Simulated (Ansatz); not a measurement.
**AlAsH₄O (SMILES [AlH2][O][AsH2]): single points off equilibrium**

A test off equilibrium: a structure displaced at random from a GFN2-xTB minimum is computed at several levels, and each is set against CCSD(T).

Program: Ansatz 0.2.0, Gaussian basis. Level of theory: single points in def2-TZVPP. These are calculated values, not measurements.

Cores are frozen in the correlated methods. Filled d shells of the heavier atoms are correlated.

### 1 Where the work starts

7 atoms, charge 0, spin multiplicity 1.

Atoms are counted from 1 here; the program's logs count them from 0.

Bond lengths: Al1–O2 1.520 Å, Al1–H4 1.622 Å, Al1–H5 1.441 Å, O2–As3 1.987 Å, As3–H6 1.797 Å, As3–H7 1.511 Å. Angles: O2–Al1–H4 116.8°, O2–Al1–H5 120.0°, H4–Al1–H5 123.2°, Al1–O2–As3 170.1°, O2–As3–H6 91.3°, O2–As3–H7 106.3°, H6–As3–H7 96.7°.

Geometry (Å):

```mol
AlAsH4O
  3D, bonds by distance, orders not assigned

  7  6  0  0  0  0  0  0  0  0999 V2000
   -1.3372    0.5198   -0.6246 Al  0  0
    0.1166    0.1313   -0.4087 O   0  0
    1.9031   -0.5255    0.1603 As  0  0
   -2.1063   -0.1883   -1.8644 H   0  0
   -1.9654    1.4754    0.2517 H   0  0
    1.9919    0.7153    1.4567 H   0  0
    1.6509   -1.7085    1.0656 H   0  0
  1  2  8  0
  1  4  8  0
  1  5  8  0
  2  3  8  0
  3  6  8  0
  3  7  8  0
M  END
```

### 2 CCSD(T)/def2-TZVPP

File run/in.yaml:

```yaml
crystal:
  periodic: [false, false, false]
  atoms:
    - {symbol: Al, position_ang: [-1.337200, 0.519800, -0.624600]}
    - {symbol: O, position_ang: [0.116600, 0.131300, -0.408700]}
    - {symbol: As, position_ang: [1.903100, -0.525500, 0.160300]}
    - {symbol: H, position_ang: [-2.106300, -0.188300, -1.864400]}
    - {symbol: H, position_ang: [-1.965400, 1.475400, 0.251700]}
    - {symbol: H, position_ang: [1.991900, 0.715300, 1.456700]}
    - {symbol: H, position_ang: [1.650900, -1.708500, 1.065600]}
basis:
  gaussian: {orbitals: def2-TZVPP}
correlation: {method: ccsd_t}
output: {forces: true}
```

The command line of these runs was not kept.

### 3 PBE0-D4/def2-TZVPP

run/in.yaml: that of step 2 with these lines changed.

```diff
@@ -12,3 +12,3 @@
   gaussian: {orbitals: def2-TZVPP}
-correlation: {method: ccsd_t}
-output: {forces: true}
+hamiltonian: {xc: pbe0, dispersion: d4}
+output: {forces: true, orbitals: {seedname: orbitals}}
```

### 4 wB97M-V/def2-TZVPP

run/in.yaml: that of step 3 with these lines changed.

```diff
@@ -12,3 +12,3 @@
   gaussian: {orbitals: def2-TZVPP}
-hamiltonian: {xc: pbe0, dispersion: d4}
-output: {forces: true, orbitals: {seedname: orbitals}}
+hamiltonian: {xc: {name: wB97M-V}}
+output: {forces: true}
```

### 5 r2SCAN-D4/def2-TZVPP

run/in.yaml: that of step 4 with these lines changed.

```diff
@@ -12,3 +12,3 @@
   gaussian: {orbitals: def2-TZVPP}
-hamiltonian: {xc: {name: wB97M-V}}
+hamiltonian: {xc: r2scan, dispersion: d4}
 output: {forces: true}
```

### 6 PBE-D4/def2-TZVPP

run/in.yaml: that of step 5 with these lines changed.

```diff
@@ -12,3 +12,3 @@
   gaussian: {orbitals: def2-TZVPP}
-hamiltonian: {xc: r2scan, dispersion: d4}
+hamiltonian: {xc: pbe, dispersion: d4}
 output: {forces: true}
```

### 7 wB97X-V/def2-TZVPP

run/in.yaml: that of step 6 with these lines changed.

```diff
@@ -12,3 +12,3 @@
   gaussian: {orbitals: def2-TZVPP}
-hamiltonian: {xc: pbe, dispersion: d4}
+hamiltonian: {xc: {name: wB97X-V}}
 output: {forces: true}
```

### 8 revPBE-D4/def2-TZVPP

run/in.yaml: that of step 7 with these lines changed.

```diff
@@ -12,3 +12,3 @@
   gaussian: {orbitals: def2-TZVPP}
-hamiltonian: {xc: {name: wB97X-V}}
+hamiltonian: {xc: {name: revPBE}, dispersion: d4}
 output: {forces: true}
```

(Steps that only read results are left out.)

Q: Predict the outcome of this session. Wanted: energy less free atoms, CCSD(T)/def2-TZVPP; RMS force component; RMS force error; HOMO and LUMO, PBE0-D4; T1 diagnostic.

**Answer**, as computed:

| quantity | value |
| --- | --- |
| energy less free atoms, CCSD(T)/def2-TZVPP | -412.9 kcal/mol |
| RMS force component | 2.841 to 2.955 eV/Å over the methods |
| RMS force error | PBE0-D4 0.121, wB97M-V 0.075, r2SCAN-D4 0.125, PBE-D4 0.222, wB97X-V 0.078, revPBE-D4 0.234 eV/Å |
| HOMO and LUMO, PBE0-D4 | -7.47 and -1.74 eV |
| T1 diagnostic | 0.014 |

In words: Against CCSD(T) the functionals' energies less atoms differ by -18.6 to -2.1 kcal/mol, PBE-D4 by -14.9 kcal/mol. The reference is not at the basis limit: in triple zeta CCSD(T) underbinds, which counts against methods that bind more; the gaps are no ranking. The forces of wB97M-V come nearest to CCSD(T), those of revPBE-D4 are farthest. Frozen-core CCSD(T) forces in triple zeta carry basis errors of their own, and this is one geometry, so small gaps rank nothing.
